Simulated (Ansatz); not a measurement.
# Ge: the cost of one run

Program: Ansatz 0.2.0. Level of theory: DFT r²SCAN, scalar-relativistic, plane waves, PAW. These are calculated values, not measurements.

2 further runs of the same task are left out: 2 set aside as unsound or not needed.

### Step 1. Starting point

Symmetry: Fd-3m, No. 227, cubic system. The conventional cell has a = 5.660 Å, b = 5.660 Å, c = 5.660 Å, α = 90.00°, β = 90.00°, γ = 90.00°. Ge (site symmetry -43m) is surrounded by 4 Ge at 2.45 Å.

Structure file:

```
Ge
1.0
     0.00000    2.83000    2.83000
     2.83000    0.00000    2.83000
     2.83000    2.83000    0.00000
Ge
2
Direct
  0.50000 0.50000 0.50000
  0.75000 0.75000 0.75000
```

The cell is the measured one, not relaxed. An earlier run on this cell at r²SCAN gave 0.56 GPa at 22.665 Å³/atom (10×10×10 mesh), mesh gap 0.43 eV.

### Step 2. Bands on a fine mesh

The input, input.yaml:

```yaml
crystal:
  lattice:
    - [0.0, 2.8300005411, 2.8300005411]
    - [2.8300005411, 0.0, 2.8300005411]
    - [2.8300005411, 2.8300005411, 0.0]
  atoms:
    - { symbol: Ge, position: [0.5, 0.5, 0.5] }
    - { symbol: Ge, position: [0.75, 0.75, 0.75] }
basis:
  ecutwfc: 500
  ecutrho_ratio: 4
kpoints:
  mp_grid: { grid: [10, 10, 10] }
hamiltonian:
  xc: r2scan
scf:
  occupations: { method: gaussian, width: 0.05 }
output:
  forces: true
  stress: true
  eigenvalues: true
  eigenstates:
    nscf_kmesh: { grid: [18, 18, 18] }
    de_dk: true
    e_range: [-2.5, 2.93216490315]
  write_density: true
  write_potential: true
  elf: true
  volumetric_format: npy
```

Started as:

```console
$ ansatz run input.yaml --threads 4 --pin off --max-ram 9216MiB --backend cpu --events-out ev --progress --plain --runs-dir out
```

What time and memory should one allow on 4 threads of Arm Neoverse V2, shared host?

About 3.2 s, with a peak of 0.47 GiB.
